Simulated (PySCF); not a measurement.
# YH₁₂O₆ (+3): NMR shieldings

What do calculations give for the NMR shieldings of YH₁₂O₆ (+3) (`[OH2]->[Y+3](<-[OH2])(<-[OH2])(<-[OH2])(<-[OH2])<-[OH2]`)?

Computed with PySCF 2.14.0 and routines of our own; the level stands in each step. Atoms count from 0.

3 further runs of the same task are left out: 3 for a basis unfit for spin-orbit shieldings.

## 1. The starting structure

19 atoms, charge 3, multiplicity 1; geometry from: GFN2-xTB.

## 2. NMR shieldings: PBE/x2c-SVPall-2c Y:us-x2c-SVPall-2c, spin-free

The job: settings as JSON, then the geometry in Å.

```
{"job": {"xc": "PBE", "basis": {"default": "x2c-SVPall-2c", "Y": "us-x2c-SVPall-2c"}, "rel": "sf", "kind": "hnmr"}, "charge": 3, "multiplicity": 1}
Y      0.000500    -0.000160    -0.000040
O      0.161210     0.162940     2.127850
H      0.143490     0.973320     2.676580
H      0.277150    -0.553350     2.785060
O     -0.158710    -0.164030    -2.127450
H     -0.259270     0.553370    -2.785800
H     -0.159080    -0.975660    -2.674230
O      2.127850     0.163700    -0.162990
H      2.785580     0.273250     0.553320
H      2.676070     0.147840    -0.973280
O     -2.127350    -0.158760     0.163460
H     -2.675350    -0.153240     0.974190
H     -2.784550    -0.267960    -0.553870
O     -0.164760     2.127340    -0.159710
H     -0.976630     2.673790    -0.155340
H      0.551410     2.786220    -0.264510
O      0.163050    -2.127860     0.159190
H     -0.553140    -2.783900     0.275290
H      0.972510    -2.676850     0.142280
```

Method: PBE/x2c-SVPall-2c Y:us-x2c-SVPall-2c GIAO NMR shielding, spin-free X2C, Gaussian nuclei, gas phase.

The run is started by

```console
> OMP_NUM_THREADS=1 python heavy_run.py task.json out
```

The driver reads the jobs from task.json and runs them one after another.

Standard output:

```text
spin-free SCF
coarse grid: 68752 points
cycle   1  E = -3841.1835047435  dE =  1.859e+00  |g| = 1.649e+00  |ddm| = 5.399e+00
cycle   2  E = -3840.2678578313  dE =  9.156e-01  |g| = 2.752e+00  |ddm| = 3.559e+00
cycle   3  E = -3841.6735204374  dE = -1.406e+00  |g| = 2.677e-01  |ddm| = 2.260e+00
cycle   4  E = -3841.6865351731  dE = -1.301e-02  |g| = 8.555e-02  |ddm| = 3.502e-01
cycle   5  E = -3841.6876273325  dE = -1.092e-03  |g| = 1.210e-02  |ddm| = 8.726e-02
cycle   6  E = -3841.6876371305  dE = -9.798e-06  |g| = 1.661e-03  |ddm| = 8.446e-03
final grid: 145760 points
cycle   7  E = -3841.6874861620  dE = -2.343e-07  |g| = 2.033e-03  |ddm| = 5.378e-03
cycle   8  E = -3841.6874852998  dE =  8.622e-07  |g| = 3.021e-03  |ddm| = 4.852e-03
cycle   9  E = -3841.6874870019  dE = -1.702e-06  |g| = 4.485e-04  |ddm| = 2.497e-03
cycle  10  E = -3841.6874870448  dE = -4.292e-08  |g| = 9.947e-05  |ddm| = 5.203e-04
cycle  11  E = -3841.6874870456  dE = -8.004e-10  |g| = 1.292e-05  |ddm| = 7.456e-05
converged SCF energy = -3841.6874870456
check of the scalar solution
cycle   1  E = -3841.6874870456  dE = -3.842e+03  |FDS-SDF| = 1.292e-05
cycle   2  E = -3841.6874870455  dE =  5.730e-11  |FDS-SDF| = 2.306e-05
converged, E = -3841.6874870455

Field gradients (au) and densities at the nuclei (bohr^-3)
atom        Vxx        Vyy        Vzz        centre      nuclear mean
  0 Y     -0.0199    -0.0214     0.0413      56176.528      56144.483
  1 O      0.2463     1.2217    -1.4681        285.738        285.737
  2 H     -0.1707    -0.2274     0.3981          0.323          0.323
  3 H     -0.1705    -0.2272     0.3977          0.322          0.322
  4 O      0.2454     1.2220    -1.4674        285.737        285.736
  5 H     -0.1707    -0.2274     0.3981          0.323          0.323
  6 H     -0.1710    -0.2278     0.3987          0.323          0.323
  7 O      0.2462     1.2211    -1.4673        285.737        285.736
  8 H     -0.1710    -0.2277     0.3988          0.323          0.323
  9 H     -0.1712    -0.2280     0.3992          0.323          0.323
 10 O      0.2459     1.2219    -1.4679        285.737        285.736
 11 H     -0.1710    -0.2278     0.3989          0.323          0.323
 12 H     -0.1706    -0.2272     0.3978          0.322          0.322
 13 O      0.2461     1.2213    -1.4674        285.737        285.737
 14 H     -0.1709    -0.2277     0.3987          0.323          0.323
 15 H     -0.1708    -0.2275     0.3983          0.323          0.323
 16 O      0.2458     1.2215    -1.4673        285.736        285.735
 17 H     -0.1717    -0.2285     0.4001          0.323          0.323
 18 H     -0.1715    -0.2284     0.3999          0.323          0.323
without picture change
  0 Y                            0.0413                     85473.787

Core orbital energies (eV)
atom   shell        mean    spread
  0 Y  1s       -16852.721   0.000
  0 Y  2s        -2319.088   0.000
  0 Y  3s         -379.293   0.000
  0 Y  4s          -59.368   0.000
  0 Y  2p        -2066.221   0.000
  0 Y  3p         -297.099   0.001
  0 Y  4p          -39.560   0.002
  0 Y  3d         -161.880   0.003

Shielding tensors (ppm)
atom      isotropic    diamagn.    paramagn.     s11        s22        s33       span
  0 Y      2305.37     3637.75    -1332.38    2301.39    2307.30    2307.44       6.05
  1 O       266.32      382.85     -116.54     209.07     267.58     322.31     113.24
  2 H        25.86       26.74       -0.88      18.21      21.28      38.08      19.87
  3 H        25.85       26.73       -0.88      18.19      21.29      38.07      19.87
  4 O       266.29      382.86     -116.58     208.92     267.58     322.36     113.44
  5 H        25.85       26.74       -0.89      18.19      21.29      38.07      19.87
  6 H        25.86       26.75       -0.89      18.22      21.28      38.08      19.87
  7 O       266.38      382.84     -116.46     209.01     267.71     322.43     113.42
  8 H        25.86       26.75       -0.88      18.20      21.30      38.09      19.89
  9 H        25.87       26.76       -0.89      18.22      21.29      38.10      19.87
 10 O       266.37      382.86     -116.49     209.14     267.61     322.37     113.23
 11 H        25.87       26.75       -0.89      18.22      21.28      38.10      19.88
 12 H        25.85       26.74       -0.88      18.20      21.30      38.06      19.87
 13 O       266.29      382.84     -116.55     208.94     267.63     322.31     113.38
 14 H        25.86       26.74       -0.88      18.21      21.29      38.08      19.87
 15 H        25.85       26.74       -0.88      18.19      21.30      38.07      19.88
 16 O       266.61      382.84     -116.23     209.33     267.84     322.65     113.32
 17 H        25.88       26.78       -0.90      18.22      21.32      38.11      19.89
 18 H        25.88       26.77       -0.89      18.23      21.29      38.12      19.89
```

Run time: 30 s. Hardware: 1 thread of Arm Neoverse V2, shared host; peak memory 1.1 GiB.

## 3. NMR shieldings: PBE/x2c-SVPall-2c Y:us-x2c-SVPall-2c in water, spin-free

The job, as its differences from that of step 2:

```diff
@@ -1,2 +1,2 @@
-{"job": {"xc": "PBE", "basis": {"default": "x2c-SVPall-2c", "Y": "us-x2c-SVPall-2c"}, "rel": "sf", "kind": "hnmr"}, "charge": 3, "multiplicity": 1}
+{"job": {"xc": "PBE", "basis": {"default": "x2c-SVPall-2c", "Y": "us-x2c-SVPall-2c"}, "rel": "sf", "solvent": "water", "kind": "hnmr"}, "charge": 3, "multiplicity": 1}
 Y      0.000500    -0.000160    -0.000040
```

With the program's defaults for keys left out, this is: PBE/x2c-SVPall-2c Y:us-x2c-SVPall-2c GIAO NMR shielding, spin-free X2C, Gaussian nuclei, IEF-PCM water.

Standard output:

```text
spin-free SCF
coarse grid: 68752 points
cycle   1  E = -3841.8744204937  dE =  1.176e+00  |g| = 1.611e+00  |ddm| = 5.383e+00
cycle   2  E = -3841.0202369303  dE =  8.542e-01  |g| = 2.669e+00  |ddm| = 3.497e+00
cycle   3  E = -3842.3417975344  dE = -1.322e+00  |g| = 2.773e-01  |ddm| = 2.212e+00
cycle   4  E = -3842.3564505088  dE = -1.465e-02  |g| = 7.087e-02  |ddm| = 3.512e-01
cycle   5  E = -3842.3570114944  dE = -5.610e-04  |g| = 1.366e-02  |ddm| = 6.947e-02
cycle   6  E = -3842.3570271311  dE = -1.564e-05  |g| = 1.284e-03  |ddm| = 1.147e-02
cycle   7  E = -3842.3570274839  dE = -3.528e-07  |g| = 5.565e-04  |ddm| = 2.195e-03
final grid: 145760 points
cycle   8  E = -3842.3568756170  dE = -3.010e-07  |g| = 1.046e-03  |ddm| = 3.604e-03
cycle   9  E = -3842.3568751367  dE =  4.803e-07  |g| = 1.935e-03  |ddm| = 1.884e-03
cycle  10  E = -3842.3568758043  dE = -6.676e-07  |g| = 7.346e-05  |ddm| = 1.218e-03
cycle  11  E = -3842.3568758049  dE = -5.093e-10  |g| = 3.711e-05  |ddm| = 1.061e-04
converged SCF energy = -3842.3568758049
check of the scalar solution
cycle   1  E = -3842.3568758049  dE = -3.842e+03  |FDS-SDF| = 3.711e-05
cycle   2  E = -3842.3568758046  dE =  2.574e-10  |FDS-SDF| = 5.055e-05
converged, E = -3842.3568758046

Field gradients (au) and densities at the nuclei (bohr^-3)
atom        Vxx        Vyy        Vzz        centre      nuclear mean
  0 Y     -0.0191    -0.0205     0.0397      56176.520      56144.476
  1 O      0.2665     1.2237    -1.4902        285.770        285.770
  2 H     -0.1710    -0.2290     0.4001          0.324          0.324
  3 H     -0.1709    -0.2288     0.3996          0.324          0.324
  4 O      0.2656     1.2239    -1.4895        285.769        285.769
  5 H     -0.1711    -0.2289     0.4000          0.324          0.324
  6 H     -0.1713    -0.2293     0.4007          0.324          0.324
  7 O      0.2663     1.2231    -1.4895        285.769        285.769
  8 H     -0.1714    -0.2293     0.4007          0.324          0.324
  9 H     -0.1716    -0.2296     0.4012          0.325          0.325
 10 O      0.2662     1.2239    -1.4900        285.769        285.769
 11 H     -0.1714    -0.2294     0.4008          0.324          0.324
 12 H     -0.1709    -0.2288     0.3997          0.324          0.324
 13 O      0.2662     1.2234    -1.4896        285.770        285.769
 14 H     -0.1713    -0.2293     0.4006          0.324          0.324
 15 H     -0.1712    -0.2291     0.4003          0.324          0.324
 16 O      0.2660     1.2233    -1.4893        285.768        285.767
 17 H     -0.1720    -0.2300     0.4021          0.325          0.325
 18 H     -0.1719    -0.2300     0.4019          0.325          0.325
without picture change
  0 Y                            0.0395                     85473.775

Core orbital energies (eV)
atom   shell        mean    spread
  0 Y  1s       -16840.513   0.000
  0 Y  2s        -2306.882   0.000
  0 Y  3s         -367.084   0.000
  0 Y  4s          -47.146   0.000
  0 Y  2p        -2054.014   0.000
  0 Y  3p         -284.896   0.001
  0 Y  4p          -27.574   0.003
  0 Y  3d         -149.671   0.005

Shielding tensors (ppm)
atom      isotropic    diamagn.    paramagn.     s11        s22        s33       span
  0 Y      2326.05     3637.29    -1311.24    2321.92    2328.04    2328.18       6.26
  1 O       267.95      381.97     -114.02     213.89     267.31     322.63     108.74
  2 H        26.08       26.96       -0.87      18.44      21.60      38.22      19.78
  3 H        26.08       26.95       -0.87      18.42      21.61      38.21      19.79
  4 O       267.90      381.98     -114.08     213.70     267.31     322.69     108.99
  5 H        26.08       26.96       -0.88      18.42      21.61      38.20      19.79
  6 H        26.09       26.97       -0.88      18.44      21.60      38.22      19.78
  7 O       268.02      381.95     -113.93     213.85     267.45     322.76     108.91
  8 H        26.09       26.97       -0.88      18.42      21.61      38.23      19.81
  9 H        26.10       26.98       -0.88      18.45      21.61      38.24      19.79
 10 O       267.98      381.97     -113.99     213.91     267.34     322.70     108.79
 11 H        26.09       26.97       -0.88      18.45      21.60      38.23      19.79
 12 H        26.08       26.96       -0.88      18.42      21.61      38.20      19.78
 13 O       267.93      381.96     -114.02     213.79     267.36     322.64     108.85
 14 H        26.09       26.97       -0.88      18.44      21.61      38.22      19.78
 15 H        26.08       26.96       -0.88      18.42      21.61      38.21      19.80
 16 O       268.21      381.95     -113.75     214.07     267.57     322.98     108.91
 17 H        26.11       27.00       -0.89      18.44      21.63      38.25      19.81
 18 H        26.11       26.99       -0.88      18.46      21.60      38.26      19.80
```

Run time: 32 s. Hardware: 1 thread of Arm Neoverse V2, shared host; peak memory 1.2 GiB.

## 4. NMR shieldings: PBE/x2c-SVPall-2c Y:us-x2c-SVPall-2c in dichloromethane, spin-free

The job, as its differences from that of step 3:

```diff
@@ -1,2 +1,2 @@
-{"job": {"xc": "PBE", "basis": {"default": "x2c-SVPall-2c", "Y": "us-x2c-SVPall-2c"}, "rel": "sf", "solvent": "water", "kind": "hnmr"}, "charge": 3, "multiplicity": 1}
+{"job": {"xc": "PBE", "basis": {"default": "x2c-SVPall-2c", "Y": "us-x2c-SVPall-2c"}, "rel": "sf", "solvent": "dichloromethane", "kind": "hnmr"}, "charge": 3, "multiplicity": 1}
 Y      0.000500    -0.000160    -0.000040
```

Level: PBE/x2c-SVPall-2c Y:us-x2c-SVPall-2c GIAO NMR shielding, spin-free X2C, Gaussian nuclei, IEF-PCM dichloromethane.

Standard output:

```text
spin-free SCF
coarse grid: 68752 points
cycle   1  E = -3841.8039711202  dE =  1.246e+00  |g| = 1.618e+00  |ddm| = 5.385e+00
cycle   2  E = -3840.9360880630  dE =  8.679e-01  |g| = 2.686e+00  |ddm| = 3.519e+00
cycle   3  E = -3842.2758442034  dE = -1.340e+00  |g| = 2.765e-01  |ddm| = 2.230e+00
cycle   4  E = -3842.2903320988  dE = -1.449e-02  |g| = 7.292e-02  |ddm| = 3.513e-01
cycle   5  E = -3842.2909634329  dE = -6.313e-04  |g| = 1.359e-02  |ddm| = 7.248e-02
cycle   6  E = -3842.2909784082  dE = -1.498e-05  |g| = 1.338e-03  |ddm| = 1.107e-02
cycle   7  E = -3842.2909787992  dE = -3.910e-07  |g| = 5.627e-04  |ddm| = 2.255e-03
final grid: 145760 points
cycle   8  E = -3842.2908269818  dE = -2.954e-07  |g| = 1.060e-03  |ddm| = 3.606e-03
cycle   9  E = -3842.2908264836  dE =  4.982e-07  |g| = 1.968e-03  |ddm| = 1.916e-03
cycle  10  E = -3842.2908271753  dE = -6.918e-07  |g| = 7.141e-05  |ddm| = 1.238e-03
cycle  11  E = -3842.2908271759  dE = -5.066e-10  |g| = 3.858e-05  |ddm| = 1.100e-04
converged SCF energy = -3842.2908271759
check of the scalar solution
cycle   1  E = -3842.2908271758  dE = -3.842e+03  |FDS-SDF| = 3.858e-05
cycle   2  E = -3842.2908271755  dE =  2.738e-10  |FDS-SDF| = 5.321e-05
converged, E = -3842.2908271755

Field gradients (au) and densities at the nuclei (bohr^-3)
atom        Vxx        Vyy        Vzz        centre      nuclear mean
  0 Y     -0.0191    -0.0206     0.0397      56176.521      56144.477
  1 O      0.2633     1.2237    -1.4870        285.766        285.766
  2 H     -0.1710    -0.2288     0.3998          0.324          0.324
  3 H     -0.1708    -0.2286     0.3994          0.324          0.324
  4 O      0.2624     1.2239    -1.4863        285.766        285.765
  5 H     -0.1710    -0.2287     0.3998          0.324          0.324
  6 H     -0.1713    -0.2291     0.4004          0.324          0.324
  7 O      0.2632     1.2231    -1.4862        285.765        285.765
  8 H     -0.1714    -0.2291     0.4005          0.324          0.324
  9 H     -0.1715    -0.2294     0.4010          0.324          0.324
 10 O      0.2630     1.2238    -1.4868        285.766        285.765
 11 H     -0.1714    -0.2292     0.4006          0.324          0.324
 12 H     -0.1709    -0.2286     0.3995          0.324          0.324
 13 O      0.2630     1.2233    -1.4864        285.766        285.765
 14 H     -0.1713    -0.2291     0.4004          0.324          0.324
 15 H     -0.1712    -0.2289     0.4001          0.324          0.324
 16 O      0.2628     1.2233    -1.4861        285.764        285.764
 17 H     -0.1720    -0.2299     0.4018          0.324          0.324
 18 H     -0.1718    -0.2298     0.4017          0.324          0.324
without picture change
  0 Y                            0.0396                     85473.776

Core orbital energies (eV)
atom   shell        mean    spread
  0 Y  1s       -16841.723   0.000
  0 Y  2s        -2308.091   0.000
  0 Y  3s         -368.293   0.000
  0 Y  4s          -48.358   0.000
  0 Y  2p        -2055.224   0.000
  0 Y  3p         -286.100   0.001
  0 Y  4p          -28.555   0.000
  0 Y  3d         -150.881   0.004

Shielding tensors (ppm)
atom      isotropic    diamagn.    paramagn.     s11        s22        s33       span
  0 Y      2323.53     3637.35    -1313.81    2319.38    2325.54    2325.67       6.29
  1 O       267.75      382.07     -114.32     213.35     267.30     322.59     109.24
  2 H        26.06       26.93       -0.87      18.41      21.56      38.20      19.79
  3 H        26.05       26.92       -0.87      18.39      21.57      38.19      19.80
  4 O       267.71      382.08     -114.38     213.17     267.30     322.66     109.48
  5 H        26.05       26.93       -0.88      18.39      21.57      38.19      19.80
  6 H        26.06       26.94       -0.88      18.42      21.56      38.21      19.79
  7 O       267.82      382.06     -114.23     213.31     267.44     322.72     109.41
  8 H        26.06       26.94       -0.88      18.39      21.57      38.21      19.82
  9 H        26.07       26.95       -0.88      18.42      21.57      38.22      19.80
 10 O       267.79      382.08     -114.29     213.37     267.33     322.66     109.28
 11 H        26.07       26.95       -0.88      18.42      21.56      38.22      19.80
 12 H        26.05       26.93       -0.88      18.39      21.57      38.19      19.80
 13 O       267.73      382.06     -114.33     213.25     267.35     322.60     109.35
 14 H        26.06       26.94       -0.87      18.41      21.57      38.21      19.79
 15 H        26.05       26.93       -0.88      18.39      21.57      38.20      19.81
 16 O       268.01      382.06     -114.05     213.54     267.56     322.94     109.40
 17 H        26.08       26.97       -0.89      18.41      21.59      38.23      19.82
 18 H        26.08       26.96       -0.88      18.43      21.56      38.25      19.82
```

Wall time 32 s (1 thread of Arm Neoverse V2, shared host); peak memory 1.2 GiB.

## 5. Shieldings side by side

```
                                                                       run      Y0    O13     O7     O1     O4    O10    O16  time
                   step 2, PBE/x2c-SVPall-2c Y:us-x2c-SVPall-2c, spin-free  2305.4  266.3  266.4  266.3  266.3  266.4  266.6  30 s
          step 3, PBE/x2c-SVPall-2c Y:us-x2c-SVPall-2c in water, spin-free  2326.0  267.9  268.0  267.9  267.9  268.0  268.2  32 s
step 4, PBE/x2c-SVPall-2c Y:us-x2c-SVPall-2c in dichloromethane, spin-free  2323.5  267.7  267.8  267.7  267.7  267.8  268.0  32 s
```

## 6. Results

```
                                                                               quantity                                                                         value
                   shieldings (step 2, PBE/x2c-SVPall-2c Y:us-x2c-SVPall-2c, spin-free)  Y0 2305.4, O1 266.3, O4 266.3, O7 266.4, O10 266.4, O13 266.3, O16 266.6 ppm
          shieldings (step 3, PBE/x2c-SVPall-2c Y:us-x2c-SVPall-2c in water, spin-free)  Y0 2326.0, O1 267.9, O4 267.9, O7 268.0, O10 268.0, O13 267.9, O16 268.2 ppm
shieldings (step 4, PBE/x2c-SVPall-2c Y:us-x2c-SVPall-2c in dichloromethane, spin-free)  Y0 2323.5, O1 267.7, O4 267.7, O7 267.8, O10 267.8, O13 267.7, O16 268.0 ppm
```

What this shows: A continuum can't give the shift that close solvent molecules cause at an ion. Y0 moves most between the runs, by 21 ppm; the labels say what changes from run to run. No run holds spin-orbit coupling, which is large for shieldings at and beside heavy atoms. The geometry comes from tight binding, which is rough for metal atoms, and these values hang on it.
